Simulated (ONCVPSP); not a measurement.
# Sm: generating and testing an ONCV potential

Task: generate the file, and judge it by its errors in other configurations, its logarithmic derivatives, its ghosts and its cutoff.

The numbers are computed with ONCVPSP 4.0.1 (PBE, scalar-relativistic, spin-unpolarised reference atom).

## Step 1: The atom and the settings

The settings as typed:

```json
{"element": "samarium (Sm, Z = 62)", "type": "optimised norm-conserving Vanderbilt (ONCV)", "frozen core": "[Kr] 4d10 5s2", "valence charge": "14", "reference configuration": "4f6 5p6 6s2", "partial waves": "6s: rc 3.05 bohr, ncon 4, nbas 7, qcut 1.9 1/bohr, 2 projectors, debl 2.2 Ha; 5p: rc 1.95 bohr, ncon 4, nbas 7, qcut 8.4 1/bohr, 2 projectors, debl 0.9 Ha; d scattering state at 0.03 Ha: rc 3.30 bohr, ncon 4, nbas 7, qcut 2.5 1/bohr, 1 projector; 4f: rc 1.50 bohr, ncon 3, nbas 8, qcut 13.3 1/bohr, 2 projectors, debl 0.9 Ha", "local potential": "polynomial inside 1.45 bohr (lpopt 5, dvloc0 2 Ha)", "core correction": "polynomial model core, fcfact 0.15"}
```

An earlier all-electron run gives the scale for the radii.

All-electron outer shells of the reference configuration (PBE, scalar-relativistic, ld1.x):

```tsv
shell	level (eV)	outermost node (bohr)	outermost maximum (bohr)
5p	-23.23	0.73	1.43
6s	-3.58	1.70	3.66
4f	-2.47	–	0.61
5d	-1.68	0.84	2.17
6p	-1.21	2.06	4.94
```

## Step 2: The generation run

The input, Sm.dat:

```
# ATOM AND REFERENCE CONFIGURATION
# atsym  z   nc   nv     iexc    psfile
  Sm 62.00   10    3        4      upf
#
#   n    l    f
    1    0    2.00
    2    0    2.00
    2    1    6.00
    3    0    2.00
    3    1    6.00
    3    2   10.00
    4    0    2.00
    4    1    6.00
    4    2   10.00
    5    0    2.00
    4    3    6.00
    5    1    6.00
    6    0    2.00
#
# PSEUDOPOTENTIAL AND OPTIMIZATION
# lmax
    3
#
#   l,   rc,      ep,       ncon, nbas, qcut
    0    3.05    0.00    4    7    1.90
    1    1.95    0.00    4    7    8.40
    2    3.30    0.03    4    7    2.50
    3    1.50    0.00    3    8   13.30
#
# LOCAL POTENTIAL
# lloc, lpopt,  rc(5),   dvloc0
    4    5    1.45    2.00
#
# VANDERBILT-KLEINMAN-BYLANDER PROJECTORs
# l, nproj, debl
    0    2    2.20
    1    2    0.90
    2    1    1.50
    3    2    0.90
#
# MODEL CORE CHARGE
# icmod, fcfact, rcfact
    1    0.15    0.00
#
# LOG DERIVATIVE ANALYSIS
# epsh1, epsh2, depsh
   -2.00    5.00    0.02
#
# OUTPUT GRID
# rlmax, drl
    6.00    0.01
#
# TEST CONFIGURATIONS
# ncnf
    4
# nvcnf
#   n    l    f
    3
    4    3    6.00
    5    1    6.00
    6    0    1.00
#
    3
    4    3    6.00
    5    1    6.00
    6    0    0.00
#
    3
    4    3    5.00
    5    1    6.00
    6    0    0.00
#
    3
    4    3    7.00
    5    1    6.00
    6    0    0.00
#
```

Command:

```console
oncvpsp.x < Sm.dat > Sm.out
```

Q: Predict the outcome of this session. Wanted: cutoffs for 1 and 0.1 mHa per electron, occupied waves; bound ghosts; GHOST(+) flags; largest phase difference near zero energy, channels read; rms error of d²Exc/dn², without and with the model core; projector energies reset by the program.

The runs gave:

```
                                                quantity                                                              value
  cutoffs for 1 and 0.1 mHa per electron, occupied waves                                                    65 Ha and 74 Ha
                                            bound ghosts                                                     s at -48.84 eV
                                          GHOST(+) flags  s at 69 eV, d at 166 eV (1 near or above the test basis's cutoff)
largest phase difference near zero energy, channels read                                                          0.022 rad
 rms error of d²Exc/dn², without and with the model core                                                 10.19 and 8.36 mHa
                 projector energies reset by the program                                                       d: -0.062 Ha
```

In words: It has a bound ghost (s), a state that the atom doesn't have, and that rules the file out. The potential is very hard: the looser tolerance needs 65 Ha. At the looser tolerance the 4f wave is the slowest; 5p needs 19 Ha. Near zero energy the phases of the channels with partial waves agree within 0.022 rad. In the s channel the atom's pole at -1.57 Ha sits lower, at -1.78 Ha, in the pseudo curve. The program also flags highly localised states, GHOST(+) (s, d). These are tests on the free atom; a crystal test is still owed.
